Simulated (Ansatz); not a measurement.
**CH5NSSi: one species, many methods**

Aim: compute CH5NSSi with functionals from several rungs and with coupled cluster. The yardstick is the atomisation energy at the CCSD(T) limit.

Method: functionals in def2-TZVPP, the program's frozen cores in correlated methods; program: Ansatz 0.2.0, Gaussian basis.

The runs, in order: LDA (SPW92), PBE-D4, revPBE-D4, BLYP-D4, r2SCAN-D4, B97M-V, PBE0-D4, B3LYP-D4, r2SCANh-D4, r2SCAN0-D4, HSE06-D4, BHLYP-D4, CAM-B3LYP-D4, LC-ωPBE, ωB97X-V, ωB97M-V, B2PLYP, PBE-QIDH; CCSD(T)/def2-SVP; CCSD(T)/def2-TZVPP; MP2/def2-QZVPP; extrapolation to the limit; RPA on PBE.

**1. The relaxed structure**

All runs share one geometry, relaxed beforehand with PBE0-D4 in a triple-zeta def2 set.

SMILES `N=C([SiH3])S`, 9 atoms, charge 0, spin multiplicity 1.

Atoms are counted from 1 here; the program's logs count them from 0.

Bond lengths: N1–C2 1.266 Å, N1–H5 1.023 Å, C2–Si3 1.894 Å, C2–S4 1.778 Å, Si3–H6 1.486 Å, Si3–H7 1.479 Å, Si3–H8 1.487 Å, S4–H9 1.343 Å. Angles: C2–N1–H5 113.7°, N1–C2–Si3 118.6°, N1–C2–S4 123.2°, Si3–C2–S4 118.2°, C2–Si3–H6 108.3°, C2–Si3–H7 109.4°, C2–Si3–H8 108.5°, H6–Si3–H7 111.1°, H6–Si3–H8 108.3°, H7–Si3–H8 111.1°, C2–S4–H9 97.5°.

**2. LDA**

This LDA is Slater exchange with PW92 correlation.

The input, in.yaml:

```yaml
crystal:
  periodic: [false, false, false]
  atoms:
    - {symbol: N, position_ang: [-0.178149, 0.509360, -1.764096]}
    - {symbol: C, position_ang: [-0.391699, 0.225131, -0.548773]}
    - {symbol: Si, position_ang: [1.060444, -0.370696, 0.511229]}
    - {symbol: S, position_ang: [-1.979512, 0.412389, 0.229438]}
    - {symbol: H, position_ang: [-1.008113, 0.843316, -2.259571]}
    - {symbol: H, position_ang: [1.414466, 0.710869, 1.466197]}
    - {symbol: H, position_ang: [2.204686, -0.704137, -0.364728]}
    - {symbol: H, position_ang: [0.620032, -1.556685, 1.292893]}
    - {symbol: H, position_ang: [-1.653556, -0.115845, 1.420311]}
basis:
  gaussian: {orbitals: def2-TZVPP}
hamiltonian: {xc: lda}
output: {orbitals: {seedname: orbitals}}
```

On the command line:

```bash
ansatz run in.yaml --threads 2 --pin off --events-out ev --progress --plain --max-ram 4352MiB
```

The runs that follow: PBE-D4 (GGA); revPBE-D4 (GGA); BLYP-D4 (GGA); r2SCAN-D4 (meta-GGA); B97M-V (meta-GGA); B3LYP-D4 (hybrid); r2SCANh-D4 (hybrid); r2SCAN0-D4 (hybrid); HSE06-D4 (hybrid); BHLYP-D4 (hybrid); CAM-B3LYP-D4 (range-separated); LC-ωPBE (range-separated); ωB97X-V (range-separated); ωB97M-V (range-separated); B2PLYP (double hybrid); PBE-QIDH (double hybrid); CCSD(T) in def2-SVP; CCSD(T) in def2-TZVPP; MP2 in def2-QZVPP; RPA on PBE orbitals.

Before running them: what should the planned runs give, taken together? Wanted: atomisation energy, CCSD(T)/CBS; farthest beyond LDA; mean size of error, GGA; mean size of error, meta-GGA; mean size of error, hybrid; mean size of error, range-separated; mean size of error, double hybrid; gap, smallest and largest; T1 diagnostic.

As calculated:

```
                               quantity                                                            value
        atomisation energy, CCSD(T)/CBS                                                    2980.3 kJ/mol
 functionals within 14.9 kJ/mol (0.5 %)  revPBE-D4, r2SCAN-D4, PBE0-D4, B3LYP-D4, HSE06-D4, CAM-B3LYP-D4
                    farthest beyond LDA                                          BHLYP-D4 (-92.7 kJ/mol)
                mean size of error, GGA                                                      34.4 kJ/mol
           mean size of error, meta-GGA                                                      12.8 kJ/mol
             mean size of error, hybrid                                                      30.9 kJ/mol
    mean size of error, range-separated                                                      22.3 kJ/mol
      mean size of error, double hybrid                                                      37.8 kJ/mol
              gap, smallest and largest                        4.19 eV (LDA (SPW92)), 11.61 eV (LC-ωPBE)
                          T1 diagnostic                                                           0.0142
triples share of the correlation energy                                                            4.5 %
```

What this shows: The LDA atomisation energy is off by 455.7 kJ/mol (15 %): it overbinds. PBE-D4 misses by +73.1 kJ/mol. Double hybrids carry the basis error of their MP2 part in triple zeta, and no dispersion term here, so their miss is partly the set-up's. Taken by rung, meta-GGA functionals do best (12.8 kJ/mol on average) and double hybrid ones worst beyond LDA (37.8 kJ/mol). The reference freezes the cores and leaves out relativity and excitations past (T), so misses under about 14.9 kJ/mol can't be ranked. Hartree-Fock recovers 68 % of the binding; the rest is correlation. CCSD(T) in def2-SVP is off by -217.9 kJ/mol, worse than the median functional, from the basis alone. Orbital gaps span 4.2 to 11.6 eV; exact exchange widens them.
